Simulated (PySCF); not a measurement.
# CH10BSbSi: the cost of one run

Computed with PySCF 2.14.0 and routines of our own; the level stands in each step. Atoms count from 0.

## Step 1: The starting structure

14 atoms, charge 0, multiplicity 1; geometry from: GFN2-xTB.

## Step 2: Optimising the geometry at PBE0-D3(BJ)/def2-SVP

The job: settings as JSON, then the geometry in Å.

```
{"job": {"xc": "PBE0", "basis": "def2-SVP", "d3": "d3bj", "grid": 1, "maxiter": 30, "shake": 0.01, "kind": "geom"}, "charge": 0, "multiplicity": 1}
Si     2.473080    -0.486720    -0.271950
C      0.591940    -0.074110    -0.415520
B     -0.204920    -0.508080     0.893120
Sb    -2.431180     0.178890     0.268450
H      3.107770    -0.040240    -1.528910
H      2.660010    -1.895410    -0.100960
H      3.059050     0.260620     0.849600
H      0.526240     1.008300    -0.616630
H      0.226010    -0.577990    -1.286280
H     -0.346090    -1.666390     1.089070
H     -0.027810     0.144870     1.881890
H     -2.556670     1.756700    -0.290280
H     -4.123310     0.265050     0.750270
H     -2.961280    -0.385540    -1.229630
```

Started as:

```bash
OMP_NUM_THREADS=1 python heavy_run.py task.json out
```

The driver reads the jobs from task.json and runs them one after another.

Q: Estimate the wall time and peak memory of this first job on 1 thread of Arm Neoverse V1, shared host.

About 73 s, with a peak of 0.52 GiB.
